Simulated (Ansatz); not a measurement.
# ScInS3: a trial structure relaxed

The task: take a trial cell of ScInS3 to zero force and stress.

Computed with Ansatz 0.2.0 (DFT PBE, scalar-relativistic, plane waves, PAW, unless a step's input says otherwise).

**1. The structure to begin with**

The structure is cubic, space group Pm-3m (No. 221). The conventional cell has a = 4.951 Å, b = 4.951 Å, c = 4.951 Å, α = 90.00°, β = 90.00°, γ = 90.00°. Sc (site symmetry m-3m) has 12 S at 3.50 Å as nearest neighbours. In (site symmetry m-3m) is surrounded by 6 S at 2.48 Å. S (site symmetry 4/mmm) has 2 In at 2.48 Å and 4 Sc at 3.50 Å as nearest neighbours.

Coordinates:

```
Sc In S
1.0
     4.95123    0.00000    0.00000
     0.00000    4.95123    0.00000
     0.00000    0.00000    4.95123
Sc In S
1 1 3
Direct
  0.00000 0.00000 0.00000
  0.50000 0.50000 0.50000
  0.00000 0.50000 0.50000
  0.50000 0.00000 0.50000
  0.50000 0.50000 0.00000
```

A structure generator made this guess: species swapped into a database cell of Ca3GeN (Pm-3m, No. 221), with S on the Ca sites, Sc on the Ge sites and In on the N sites. The dimensions are guesses.

**2. A first look at the guess**

input.yaml

```yaml
crystal:
  lattice:
    - [4.95123181, 0.0, 0.0]
    - [0.0, 4.95123181, 0.0]
    - [0.0, 0.0, 4.95123181]
  atoms:
    - { symbol: Sc, position: [0.0, 0.0, 0.0] }
    - { symbol: In, position: [0.5, 0.5, 0.5] }
    - { symbol: S, position: [0.0, 0.5, 0.5] }
    - { symbol: S, position: [0.5, 0.0, 0.5] }
    - { symbol: S, position: [0.5, 0.5, 0.0] }
basis:
  ecutwfc: 420
kpoints:
  mp_grid: { grid: [4, 4, 4] }
hamiltonian:
  xc: pbe
scf:
  occupations: { method: gaussian, width: 0.1 }
  lower_state_search: "off"
output:
  forces: true
  stress: true
  eigenvalues: true
```

Launch:

```bash
> ansatz run input.yaml --threads 1 --pin off --max-ram 2560MiB --backend cpu --events-out ev --progress --plain --runs-dir out
```

The log of the run, cut to the lines that bear on the results:

```text
Warning: RAYON_NUM_THREADS=1 ignored (pool sized by the plan → 1); use --threads N
[...]
Pseudopotentials: kind: paw
Pseudopotential: Sc, paw, valence charge 11, recommended cutoff 420 eV (normal), Sc.paw.azcp
Pseudopotential: In, paw, valence charge 13, recommended cutoff 420 eV (normal), In.paw.azcp
Pseudopotential: S, paw, valence charge 6, recommended cutoff 420 eV (normal), S.paw.azcp
Functional definition: PBE
[...]
Crystal: 5 atoms, lattice volume = 121.378 Å³
Basis set: ecut = 420 eV, 2373 PW (Γ), exchange–correlation on 72×72×72 points (8 copies of the dense FFT grid, shifted against one another)
Bands: 26, of which v1, the nominal top of the filled ones, is band 21 counted from 1 (20 counted from 0)
Symmetry: 48 space group operations
Space group: Pm-3m (ITA 221), of the structure as read, at distance tolerance 5.0e-5 Å
k-points: 10 of 64
[...]
SCF iter   1: F=—  HF=-10440.612742 eV  |F-HF|=—  |Δ(HF+E_count)|=         —  Δρ=3.26e-3  dr2=7.92e-3  ethr=1.77e-3  ⟨swp⟩=6.0  Hψ=2623  notcnv=0
[...]
SCF iter   6: F=-10440.611925 eV  HF=-10440.611925 eV  |F-HF|=2.97e-8  |Δ(HF+E_count)|=   1.59e-7  Δρ=5.88e-6  dr2=6.03e-8  ethr=2.38e-10  ⟨swp⟩=9.2  Hψ=1365  notcnv=0
[...]
SCF converged after 6 iterations
Free energy (F): -10440.611925 eV
[...]
E sigma→0 (E₀):  -10440.609682 eV
Entropy (-TS):   -0.004488 eV (-0.898 meV/atom)
Fermi energy:    6.614704 eV
[...]
--- Forces (eV/Å), atoms counted from 1 ---
  atom   1  Sc    -0.00000000     0.00000000     0.00000000
  atom   2  In     0.00000000    -0.00000000    -0.00000000
  atom   3  S      0.00000000     0.00000000    -0.00000000
  atom   4  S      0.00000000    -0.00000000     0.00000000
  atom   5  S     -0.00000000     0.00000000     0.00000000
[...]
--- Stress (GPa, compression-positive) ---
       -0.582168       0.000000       0.000000
       -0.000000      -0.582168       0.000000
        0.000000       0.000000      -0.582168
  P = ⅓ Tr σ = -0.5822 GPa (-5.822 kbar)
--- Band table (eV; the first three rows and the last of 10) ---
[...]
```

It took 6.7 s on 1 thread of Intel Xeon at 2.50GHz (Skylake/Cascade Lake), shared host; peak memory 0.41 GiB.

The probe gives pressure -0.6 GPa, largest force 0.00 eV/Å, gap on this mesh none (metal). The coarse relaxation is skipped.

**3. Spin check on a coarse mesh**

input.yaml: that of step 2 with these lines changed.

```diff
@@ -6,3 +6,3 @@
   atoms:
-    - { symbol: Sc, position: [0.0, 0.0, 0.0] }
+    - { symbol: Sc, position: [0.0, 0.0, 0.0], spin: 1.0 }
     - { symbol: In, position: [0.5, 0.5, 0.5] }
@@ -24 +24,4 @@
   eigenvalues: true
+  populations: true
+magnetization:
+  spin_polarized: true
```

Launch:

```bash
> ansatz run input.yaml --threads 1 --pin off --max-ram 2560MiB --backend cpu --events-out ev --progress --plain --runs-dir out
```

The log of the run, cut to the lines that bear on the results:

```text
[...]
SCF converged after 17 iterations
Magnetization: 0.0000 μB (21.0000 up, 21.0000 down)
Absolute magnetization: 0.0000 μB (∫|ρ↑−ρ↓|, with the PAW one-centre terms)
Spin contamination: 0.0000 ħ² per cell (⟨S²⟩ above its minimum at these occupations)
Per-site moments (μB) at R_I (Å): [(3.7885235819971044e-6, 1.4441829550819871), (-2.1066658179904576e-8, 1.0211915608125002), (2.967310274926074e-7, 1.0211915608125002), (2.9673102746813404e-7, 1.0211915608125002), (2.967310275158221e-7, 1.0211915608125002)]
Free energy (F): -10440.611926 eV
[...]
E sigma→0 (E₀):  -10440.609682 eV
Entropy (-TS):   -0.004488 eV (-0.898 meV/atom)
Fermi energy:    6.614810 eV
[...]
--- Forces (eV/Å), atoms counted from 1 ---
  atom   1  Sc    -0.00000000    -0.00000000     0.00000000
  atom   2  In     0.00000000     0.00000000     0.00000000
  atom   3  S      0.00000000     0.00000000     0.00000000
  atom   4  S      0.00000000    -0.00000000     0.00000000
  atom   5  S      0.00000000    -0.00000000    -0.00000000
[...]
--- Stress (GPa, compression-positive) ---
       -0.582184      -0.000000       0.000000
       -0.000000      -0.582184       0.000000
        0.000000       0.000000      -0.582184
  P = ⅓ Tr σ = -0.5822 GPa (-5.822 kbar)
--- Band table (eV; the first three rows and the last of 20) ---
[...]
--- Löwdin populations: 5 sites ---
  site symbol       q [e]    m [muB]
     0     Sc      9.7469     0.0000
     1     In     12.6354    -0.0000
     2      S      6.4644     0.0000
     3      S      6.4644     0.0000
     4      S      6.4644     0.0000
  spilling = 0.005348 (of n_electrons = 42.000000)
```

Run time: 20 s. Hardware: 1 thread of Intel Xeon at 2.50GHz (Skylake/Cascade Lake), shared host; peak memory 0.44 GiB.

By site:

```tsv
atom	Löwdin electrons
Sc1	9.75
In2	12.64
S3	6.46
S4	6.46
S5	6.46
```

The Löwdin counts miss 0.23 of the 42 electrons, which the atomic orbitals do not span, so they are no charges.

The same cell is solved with trial moments on Sc. The largest site moment that stays is 0.00 μB and the cell's total 0.00 μB. The workflow keeps spin only above 0.25 μB on a site, so the next run goes without spin.

**4. Relaxation on the finer mesh**

input.yaml

```yaml
crystal:
  lattice:
    - [4.95123181, 0.0, 0.0]
    - [0.0, 4.95123181, 0.0]
    - [0.0, 0.0, 4.95123181]
  atoms:
    - { symbol: Sc, position: [0.0, 0.0, 0.0] }
    - { symbol: In, position: [0.5, 0.5, 0.5] }
    - { symbol: S, position: [0.0, 0.5, 0.5] }
    - { symbol: S, position: [0.5, 0.0, 0.5] }
    - { symbol: S, position: [0.5, 0.5, 0.0] }
basis:
  ecutwfc: 420
kpoints:
  mp_grid: { grid: [8, 8, 8] }
hamiltonian:
  xc: pbe
scf:
  occupations: { method: gaussian, width: 0.1 }
output:
  forces: true
  stress: true
  eigenvalues: true
  write_density: true
  write_potential: true
  elf: true
  volumetric_format: npy
relax:
  adjacent_minimum: "off"
  f_tol: 0.01
  max_steps: 80
  cell: { stress_tol: 0.05 }
```

Launch:

```bash
> ansatz run input.yaml --threads 1 --pin off --max-ram 2560MiB --backend cpu --events-out ev --progress --plain --runs-dir out
```

The log of the run, cut to the lines that bear on the results:

```text
Warning: RAYON_NUM_THREADS=1 ignored (pool sized by the plan → 1); use --threads N
[...]
[... 5 set-up lines as earlier in the session ...]
[...]
Crystal: 5 atoms, lattice volume = 121.378 Å³
Basis set: ecut = 420 eV, 2373 PW (Γ), exchange–correlation on 72×72×72 points (8 copies of the dense FFT grid, shifted against one another)
Bands: 26, of which v1, the nominal top of the filled ones, is band 21 counted from 1 (20 counted from 0)
[... 2 set-up lines as earlier in the session ...]
k-points: 35 of 512
[...]
--- Stress (GPa, compression-positive) ---
        0.028562      -0.000000      -0.000000
       -0.000000       0.028562       0.000000
       -0.000000       0.000000       0.028562
  P = ⅓ Tr σ = 0.0286 GPa (0.286 kbar)
--- Band table (eV; the first three rows and the last of 35) ---
[... band rows left out ...]
[...]
--- Relaxed structure (2 steps of the walk, 2 accepted, 1 SCFs on fresh bases) ---
  F+E_penalty+E_count = -10440.61495226 eV   max|allowed force component| = 8.224e-30 eV/Å   (the final SCF, on the basis selected at the relaxed cell)
  cell:  # Å, volume = 120.2076 Å³
    - [4.935267090217377, 1.6049416203226962e-35, 6.419766481290785e-35]
    - [1.6049416203226962e-35, 4.935267090217377, 0.0]
    - [6.419766481290785e-35, 0.0, 4.935267090217377]
  atoms:
    - { symbol: Sc, position: [1.1375637851260214e-35, -4.482386241480539e-37, -4.760952618069725e-37] }
    - { symbol: In, position: [0.5, 0.5, 0.5] }
    - { symbol: S, position: [-1.5903607681637174e-36, 0.5, 0.5] }
    - { symbol: S, position: [0.5, 3.1148785745881694e-37, 0.5] }
    - { symbol: S, position: [0.5, 0.5, 1.3168592347852407e-37] }
```

Run time: 56 s. Hardware: 1 thread of Intel Xeon at 2.50GHz (Skylake/Cascade Lake), shared host; peak memory 0.47 GiB.

The steps of the relaxation:

```
step  energy from step 1 (eV/cell)  largest force component (eV/Å)  pressure (GPa)  volume (Å³)
   1                        0.0000                          0.0000           -0.59       121.38
   2                       -0.0023                          0.0000            0.03       120.21
   3                       -0.0021                          0.0000            0.03       120.21
```

Step 1 is the start. Step 3 repeats the geometry before it on a plane-wave basis chosen anew for that cell, so its energy need not be comparable with the rows above.

|  | before | after | change |
| --- | --- | --- | --- |
| a (Å) | 4.951 | 4.935 | -0.3 % |
| b (Å) | 4.951 | 4.935 | -0.3 % |
| c (Å) | 4.951 | 4.935 | -0.3 % |
| volume (Å³/atom) | 24.28 | 24.04 | -1.0 % |
| shortest distance (Å) | 2.476 | 2.468 | -0.3 % |
| space group (0.01 Å) | Pm-3m | Pm-3m | same |

The run keeps the 48 symmetry operations of the start, so it could not have lowered the symmetry.

Density in a lattice plane of the grid's cell (edges 4.94 and 4.94 Å, at 0.500 of the third edge), which holds In and S.

Ten even steps from ' ' (0.02 e/Å³) to '@' (11.66 e/Å³):
```
                                                
                                                
                                                
                                                
                                                
                                                
                      ......                    
                  ..::--==--::..                
                  ::==**##**==::                
                ..::++%%@@%%++::..              
                  ::==**##**==::                
                  ..::--==--::..                
                      ......                    
                                                
                                                
                                                
                                                
                                                
                                                
                                                
```
Columns run along the first of these edges and rows up along the second, over one cell in 24 and 20 even steps from the bottom left corner. Atoms in the plane (fractional): In at (0.50, 0.50), S at (1.00, 0.50), S at (0.50, 0.00).

ELF in the same plane.

Ten even steps from '0' (0.00) to '9' (0.86):
```
000125899973137999852100
000013689998789998631000
221001368999999986310012
553210135789998753101235
887521112344444321112578
999853111222222211135899
999985311222222211358999
789997422211011222479998
137998422200000222489973
015998422100000122489951
137998422200000222489973
789997422211011222479998
999985311222222211358999
999853111222222211135899
887521112344444321112578
553210135789998753101235
221001368999999986310012
000013689998789998631000
000125899973137999852100
000136899951015999863100
```
Columns run along the first of these edges and rows up along the second, over one cell in 24 and 20 even steps from the bottom left corner. Atoms in the plane (fractional): In at (0.50, 0.50), S at (1.00, 0.50), S at (0.50, 0.00).

Both are smooth fields of the valence electrons: close to the nuclei they are not physical.

The highest ELF values outside the cores: 0.87 in the shell around S, 0.8 Å from S.

**5. The same system, input altered**

input.yaml

```yaml
crystal:
  lattice:
    - [4.9352670902, 0.0, 0.0]
    - [0.0, 4.9352670902, 0.0]
    - [0.0, 0.0, 4.9352670902]
  atoms:
    - { symbol: Sc, position: [0.0, 0.0, 0.0] }
    - { symbol: In, position: [0.5, 0.5, 0.5] }
    - { symbol: S, position: [0.0, 0.5, 0.5] }
    - { symbol: S, position: [0.5, 0.0, 0.5] }
    - { symbol: S, position: [0.5, 0.5, 0.0] }
basis:
  ecutwfc: "30 meV"
kpoints:
  mp_grid: { grid: [8, 8, 8] }
hamiltonian:
  xc: pbe
scf:
  occupations: { method: gaussian, width: 0.1 }
  max_iter: 80
output:
  forces: true
  eigenvalues: true
  stress: true
```

Launch:

```bash
> ansatz run input.yaml --threads 1 --pin off --max-ram 2560MiB --backend cpu --events-out ev --progress --plain --runs-dir out
```

The log of the run:

```text
Error: inconsistent input (basis.ecutwfc, kpoints): the smallest per-k basis holds n_pw = 0 plane waves (k-point 1, counted from 0 among those solved) but the deck needs at least 22 band(s) per channel, and no run solves more bands than the smallest per-k basis has plane waves; raise basis.ecutwfc until the smallest per-k basis, which caps the automatic band count, holds at least 22 plane waves
```

It took 0.42 s on 1 thread of Intel Xeon at 2.50GHz (Skylake/Cascade Lake), shared host; peak memory 0.084 GiB.

**6. Diagnosis**

The program refused the input before any cycle. Its message: «inconsistent input (basis.ecutwfc, kpoints): the smallest per-k basis holds n_pw = 0 plane waves (k-point 1, counted from 0 among those solved) but the deck needs at least 22 band(s) per channel ...»

Look at the input: basis.ecutwfc is 30 meV. The trouble is the unit typed with the number. At this value the smallest basis holds 0 plane waves, fewer than the 22 bands to be solved.

What to do: set basis.ecutwfc to 420.

**7. Summary of results**

| quantity | value |
| --- | --- |
| symmetry at the end (tolerance 0.05 Å) | space group Pm-3m (No. 221) |
| conventional cell | a = 4.935 Å, b = 4.935 Å, c = 4.935 Å, α = 90.00°, β = 90.00°, γ = 90.00° |
| volume | 24.04 Å³/atom |
| energy over the elements | -0.16 eV/atom |
| gap on the mesh | none (metal) |

The space group Pm-3m (No. 221) is kept, and the volume per atom shrinks by 1.0 % from the first guess. It lies below the elements, which doesn't yet make it stable: competing phases were not computed in this session. No finished test with a distortion of lower symmetry is shown, so the end may be a saddle point. Other magnetic orders were not searched.
